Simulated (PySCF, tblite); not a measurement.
**C6H9GeNS: geometry, infrared bands and NMR shifts**

Wanted: the infrared bands and NMR shifts of C6H9GeNS (`C[S][GeH2][c]1cccnc1`), by calculation.

Programs: tblite 0.8.0 and PySCF 2.14.0, with density-fitted response routines of our own. Each step states its level of theory. These are calculated values for one molecule in the gas phase, unless marked as measured. Atoms count from 0, in the outputs and in this text.

## 1. The starting structure

18 atoms, charge 0, multiplicity 1; geometry from: force field or distance geometry start.

Bonds of the start (Å): C0–S1 1.83, S1–Ge2 2.21, Ge2–C3 1.92, C3–C4 1.41, C4–C5 1.39, C5–C6 1.40, C6–N7 1.36, N7–C8 1.36, C8–C3 1.39, C0–H9 1.10, C0–H10 1.12, C0–H11 1.10, Ge2–H12 1.55, Ge2–H13 1.55, C4–H14 1.08, C5–H15 1.08, C6–H16 1.09, C8–H17 1.08.

## 2. Optimising the geometry with GFN2-xTB

Job settings and geometry (Å):

```
{"job": {"kind": "relax", "xc": "GFN2-xTB", "basis": "xTB"}, "charge": 0, "multiplicity": 1}
C      2.776500     0.141300     0.694900
S      2.483300     1.717100    -0.190900
Ge     0.962600     0.847800    -1.540300
C     -0.564200     0.276500    -0.526400
C     -0.721700    -1.083100    -0.184300
C     -1.815400    -1.486600     0.579200
C     -2.725500    -0.525800     1.022200
N     -2.543800     0.786500     0.712000
C     -1.491100     1.194800    -0.043700
H      3.081900    -0.644700    -0.014100
H      1.838200    -0.173300     1.216300
H      3.565700     0.286300     1.450300
H      0.495000     1.935800    -2.545200
H      1.560400    -0.351800    -2.316700
H     -0.004900    -1.806500    -0.531300
H     -1.945300    -2.528200     0.849400
H     -3.573900    -0.824200     1.629900
H     -1.386500     2.244400    -0.273100
```

Started as:

```console
OMP_NUM_THREADS=1 python probes_run.py task.json out
```

One launch serves the whole session: the jobs run in the order shown.

What it wrote:

```text
step      E/eV     max force
  0    -694.23162    2.425
  1    -694.37634    0.942
  2    -694.42031    0.716
  3    -694.45006    0.298
  4    -694.45766    0.253
  5    -694.46583    0.197
  6    -694.46898    0.134
  7    -694.47209    0.153
  8    -694.47370    0.121
  9    -694.47479    0.070
 10    -694.47561    0.081
 11    -694.47656    0.082
 12    -694.47754    0.086
 13    -694.47846    0.077
 14    -694.47916    0.083
 15    -694.47972    0.072
 16    -694.48029    0.067
 17    -694.48094    0.068
 18    -694.48158    0.061
 19    -694.48208    0.062
 20    -694.48243    0.042
 21    -694.48277    0.047
 22    -694.48322    0.056
 23    -694.48378    0.063
 24    -694.48431    0.056
 25    -694.48465    0.040
 26    -694.48486    0.038
 27    -694.48508    0.036
 28    -694.48538    0.046
 29    -694.48573    0.047
 30    -694.48603    0.049
 31    -694.48623    0.033
 32    -694.48638    0.029
 33    -694.48649    0.028
 34    -694.48657    0.020
 35    -694.48661    0.015
 36    -694.48665    0.016
 37    -694.48668    0.014
 38    -694.48671    0.014
 39    -694.48673    0.010
```

It took 0.3 s on 1 thread of Arm Neoverse V2, shared host; peak memory 0.18 GiB.

Step by step: (not every step is listed)

| step | energy from step 0 (eV) | largest force (eV/Å) |
| --- | --- | --- |
| 0 | 0.0000 | 2.4252 |
| 1 | -0.1447 | 0.9423 |
| 2 | -0.1887 | 0.7162 |
| 3 | -0.2184 | 0.2977 |
| 4 | -0.2260 | 0.2530 |
| 5 | -0.2342 | 0.1971 |
| 6 | -0.2374 | 0.1338 |
| 7 | -0.2405 | 0.1531 |
| 8 | -0.2421 | 0.1215 |
| 10 | -0.2440 | 0.0809 |
| 12 | -0.2459 | 0.0860 |
| 14 | -0.2475 | 0.0832 |
| 16 | -0.2487 | 0.0666 |
| 18 | -0.2500 | 0.0614 |
| 20 | -0.2508 | 0.0424 |
| 22 | -0.2516 | 0.0555 |
| 24 | -0.2527 | 0.0558 |
| 26 | -0.2532 | 0.0379 |
| 28 | -0.2538 | 0.0456 |
| 30 | -0.2544 | 0.0485 |
| 32 | -0.2548 | 0.0289 |
| 34 | -0.2550 | 0.0197 |
| 35 | -0.2550 | 0.0146 |
| 36 | -0.2550 | 0.0157 |
| 37 | -0.2551 | 0.0143 |
| 38 | -0.2551 | 0.0140 |
| 39 | -0.2551 | 0.0098 |

Distances of close pairs at the start and the end, largest changes first:

| bond | before (Å) | after (Å) | change (Å) |
| --- | --- | --- | --- |
| Ge2–H12 | 1.553 | 1.503 | -0.050 |
| Ge2–C3 | 1.920 | 1.966 | +0.046 |
| N7–C8 | 1.359 | 1.319 | -0.040 |
| C6–N7 | 1.361 | 1.322 | -0.039 |
| C0–H10 | 1.119 | 1.087 | -0.032 |
| Ge2–H13 | 1.549 | 1.518 | -0.031 |
| C3–C4 | 1.411 | 1.389 | -0.021 |
| C0–H11 | 1.102 | 1.084 | -0.018 |

The end geometry stands in the next job.

## 3. Harmonic vibrations with GFN2-xTB

Job settings and geometry (Å):

```
{"job": {"kind": "ir", "xc": "GFN2-xTB", "basis": "xTB"}, "charge": 0, "multiplicity": 1}
C      2.806197     0.128126     0.742712
S      2.544658     1.628776    -0.265233
Ge     0.941491     0.872910    -1.590543
C     -0.591316     0.242192    -0.533919
C     -0.746038    -1.100074    -0.210391
C     -1.814053    -1.489211     0.580215
C     -2.693973    -0.509795     1.015923
N     -2.561882     0.770436     0.713389
C     -1.537433     1.131422    -0.035110
H      3.130225    -0.692331     0.108478
H      1.892840    -0.132511     1.270841
H      3.586069     0.371642     1.455718
H      0.574862     2.003083    -2.510882
H      1.465992    -0.296959    -2.403478
H     -0.037123    -1.831521    -0.581205
H     -1.960815    -2.523661     0.851949
H     -3.546326    -0.757238     1.635261
H     -1.462136     2.191032    -0.255384
```

What it wrote:

```text
mode    cm-1     km/mol
  1      22.4      0.68
  2      39.6      0.97
  3      65.6      5.44
  4     118.1      0.20
  5     147.3      1.08
  6     164.7      1.03
  7     190.9      4.42
  8     281.3      9.67
  9     347.3      4.34
 10     383.1     41.14
 11     403.2     17.23
 12     420.9     36.37
 13     595.5      6.51
 14     613.4     24.11
 15     650.1    311.46
 16     672.4     66.43
 17     690.0     42.35
 18     712.5      4.06
 19     763.9      6.92
 20     784.2    214.54
 21     899.0      0.30
 22     914.8      0.10
 23     925.8      0.03
 24     943.9      0.20
 25     953.5      2.41
 26     992.2     11.04
 27    1093.1      2.45
 28    1115.4      2.40
 29    1136.7      1.93
 30    1193.9      3.50
 31    1262.9      3.07
 32    1276.0      4.90
 33    1320.5      0.99
 34    1384.8     13.48
 35    1431.1      2.18
 36    1448.0      6.99
 37    1458.1      6.99
 38    1561.4     16.40
 39    1565.7     52.18
 40    1852.9    326.60
 41    1991.8    372.84
 42    3011.9      3.90
 43    3017.4     24.74
 44    3018.1     11.32
 45    3023.0     28.22
 46    3057.8     26.70
 47    3062.8      2.57
 48    3085.9     44.25
```

Run time: 0.7 s. Hardware: 1 thread of Arm Neoverse V2, shared host; peak memory 0.18 GiB.

The strongest bands and the atoms that carry them (share of the mass-weighted mode):

| cm⁻¹ | km/mol | atoms |
| --- | --- | --- |
| 650 | 311.5 | H13 66 %, H12 17 % |
| 672 | 66.4 | C3 19 %, C6 18 %, C5 16 %, C8 13 % |
| 690 | 42.4 | N7 18 %, C5 14 %, C3 13 %, C8 11 % |
| 784 | 214.5 | H13 47 %, H12 47 % |
| 1566 | 52.2 | C8 29 %, C5 26 %, C6 14 % |
| 1853 | 326.6 | H13 90 % |
| 1992 | 372.8 | H12 90 % |
| 3086 | 44.2 | H15 89 % |

## 4. NMR shieldings: PBE0/pcSseg-1

The job, as its differences from that of step 3:

```diff
@@ -1,2 +1,2 @@
-{"job": {"kind": "ir", "xc": "GFN2-xTB", "basis": "xTB"}, "charge": 0, "multiplicity": 1}
+{"job": {"kind": "nmr", "xc": "PBE0", "basis": "pcSseg-1"}, "charge": 0, "multiplicity": 1}
 C      2.806197     0.128126     0.742712
```

Level: GIAO PBE0/pcSseg-1 NMR shielding, non-relativistic, gas phase.

What it wrote:

```text
coarse grid: 72184 points
cycle   1  E = -2762.9168253005  dE =  6.717e-01  |g| = 9.216e-01  |ddm| = 4.207e+00
cycle   2  E = -2762.8839724672  dE =  3.285e-02  |g| = 9.793e-01  |ddm| = 1.315e+00
cycle   3  E = -2762.9929781568  dE = -1.090e-01  |g| = 1.213e-01  |ddm| = 8.176e-01
cycle   4  E = -2762.9948965446  dE = -1.918e-03  |g| = 6.886e-02  |ddm| = 1.709e-01
cycle   5  E = -2762.9959700132  dE = -1.073e-03  |g| = 1.363e-02  |ddm| = 8.040e-02
cycle   6  E = -2762.9960185895  dE = -4.858e-05  |g| = 3.736e-03  |ddm| = 1.872e-02
cycle   7  E = -2762.9960219404  dE = -3.351e-06  |g| = 1.160e-03  |ddm| = 4.111e-03
final grid: 151376 points
cycle   8  E = -2762.9959686417  dE =  2.728e-07  |g| = 1.677e-03  |ddm| = 3.840e-03
cycle   9  E = -2762.9959674785  dE =  1.163e-06  |g| = 2.691e-03  |ddm| = 4.066e-03
cycle  10  E = -2762.9959693381  dE = -1.860e-06  |g| = 2.947e-04  |ddm| = 2.635e-03
cycle  11  E = -2762.9959693595  dE = -2.141e-08  |g| = 4.225e-05  |ddm| = 3.010e-04
cycle  12  E = -2762.9959693599  dE = -4.084e-10  |g| = 8.786e-06  |ddm| = 5.427e-05
converged SCF energy = -2762.9959693599

GIAO shielding tensors (ppm)
atom      isotropic    diamagn.    paramagn.     s11        s22        s33       span
  0 C      172.075     251.309     -79.234    162.372    164.404    189.449     27.078
  1 S      677.765    1056.895    -379.130    607.085    649.551    776.658    169.573
  2 Ge    1405.376    2755.466   -1350.090   1297.535   1428.994   1489.599    192.064
  3 C       51.066     267.183    -216.116    -43.529     17.143    179.585    223.113
  4 C       39.182     252.666    -213.484    -81.863     26.458    172.951    254.814
  5 C       59.456     257.548    -198.093    -53.427     55.506    176.288    229.714
  6 C       30.109     251.342    -221.233    -80.405     22.013    148.717    229.122
  7 N      -94.093     330.795    -424.887   -409.653   -176.425    303.800    713.453
  8 C       25.859     249.557    -223.699    -86.992     22.864    141.704    228.697
  9 H       29.783      30.705      -0.922     24.914     26.928     37.506     12.592
 10 H       30.027      33.095      -3.068     23.174     30.664     36.242     13.068
 11 H       29.717      28.636       1.081     23.597     26.529     39.026     15.429
 12 H       26.447      28.744      -2.298     19.843     20.987     38.510     18.666
 13 H       26.553      29.347      -2.794     19.893     21.859     37.906     18.013
 14 H       23.751      33.811     -10.060     19.754     21.533     29.965     10.211
 15 H       24.323      31.213      -6.890     21.434     23.573     27.962      6.529
 16 H       22.697      28.205      -5.508     18.620     22.877     26.595      7.975
 17 H       22.536      31.269      -8.734     17.317     20.487     29.803     12.486
```

Wall time 41 s (1 thread of Arm Neoverse V2, shared host); peak memory 1 GiB.

The references, computed at this level on geometries of the same kind, shield at (ppm): 1H TMS 31.72, 13C TMS 186.9, 15N NH3 267.7, 33S CS2 504, 73Ge GeMe4 1331. Their shielding less the atom's gives the shift. The references are single molecules in the gas phase, so shifts against H2O, NH3, PH3, H3PO4 or CFCl3 are not on the usual liquid scales and can be off by tens of ppm. Atoms listed in one row are averaged.

| atoms | environment | σ (ppm) | δ (ppm) |
| --- | --- | --- | --- |
| C8 | aromatic CH next to a ring nitrogen | 25.9 | 161.1 |
| C6 | aromatic CH next to a ring nitrogen | 30.1 | 156.8 |
| C4 | aromatic CH | 39.2 | 147.7 |
| C3 | substituted aromatic carbon | 51.1 | 135.9 |
| C5 | aromatic CH | 59.5 | 127.5 |
| C0 | methyl carbon bonded to S | 172.1 | 14.9 |
| H17 | hydrogen on an aromatic CH next to a ring nitrogen | 22.54 | 9.18 |
| H16 | hydrogen on an aromatic CH next to a ring nitrogen | 22.70 | 9.02 |
| H14 | hydrogen on an aromatic CH | 23.75 | 7.97 |
| H15 | hydrogen on an aromatic CH | 24.32 | 7.39 |
| H12, H13 | hydrogen on a germanium bonded to C, S | 26.50 | 5.22 |
| H9, H10, H11 | hydrogen on a methyl carbon bonded to S | 29.84 | 1.87 |
| S1 | sulfur bonded to C, Ge | 678 | -174 |
| Ge2 | germanium bonded to C, S, 2 H | 1405 | -74 |
| N7 | pyridine-type ring nitrogen | -94.1 | 361.8 |

Charges from the same density, by scheme (e):

| atoms | Mulliken | IAO | Hirshfeld | ESP fit |
| --- | --- | --- | --- | --- |
| C0 | -0.39 | -0.50 | -0.12 | -0.46 |
| S1 | -0.23 | -0.16 | -0.11 | -0.20 |
| Ge2 | 0.48 | 0.57 | 0.31 | 0.13 |
| C3 | -0.58 | -0.27 | -0.09 | -0.41 |
| C4 | 0.03 | -0.12 | -0.03 | 0.32 |
| C5 | -0.17 | -0.18 | -0.05 | -0.68 |
| C6 | 0.15 | -0.01 | 0.02 | 0.59 |
| N7 | -0.41 | -0.27 | -0.16 | -0.74 |
| C8 | 0.22 | 0.00 | 0.02 | 0.53 |

Mayer bond orders: C0–S1 0.98, S1–Ge2 1.03, Ge2–C3 0.80, C3–C4 1.40, C4–C5 1.44, C5–C6 1.40, C6–N7 1.47, N7–C8 1.49, C8–C3 1.38.

Ring of atoms C3, C4, C5, C6, N7, C8: NICS(0) -6.7, NICS(1) -11.1, NICS(1)zz -28.0 ppm (means of both faces).

## 5. Outcome

| quantity | value |
| --- | --- |
| strongest single infrared mode (GFN2-xTB) | 1992 cm⁻¹, 373 km/mol |
| zero-point energy (GFN2-xTB) | 80.1 kcal/mol |
| 13C shifts against TMS (PBE0/pcSseg-1) | 161.1, 156.8, 147.7, 135.9, 127.5, 14.9 ppm |
| 1H shifts against TMS (PBE0/pcSseg-1, means over atoms taken as alike) | 9.18, 9.02, 7.97, 7.39, 5.22, 1.87 ppm |
| 33S shifts against CS2 (PBE0/pcSseg-1) | -174 ppm |
| 73Ge shifts against GeMe4 (PBE0/pcSseg-1) | -74 ppm |
| 15N shifts against NH3 (PBE0/pcSseg-1) | 361.8 ppm |

**Reading.** Relaxing lowered the energy by 0.255 eV in 39 steps; the close pair that moved most is Ge2–H12, from 1.553 to 1.503 Å. All 48 modes are real, so the xTB geometry is a minimum. The strongest single mode, at 1992 cm⁻¹, moves mainly H12. GFN2-xTB is a fitted tight-binding method: band positions and strengths are rough. Its intensities can rank the bands wrongly. At PBE0/pcSseg-1: The widest tensor belongs to N7: span 713 ppm, with a paramagnetic part of -425 ppm. NICS(1)zz of -28 ppm above the planar ring from C3 marks a diatropic (aromatic) ring current. Spin-orbit coupling is left out, which matters for shieldings and couplings at and beside the heavy atoms.
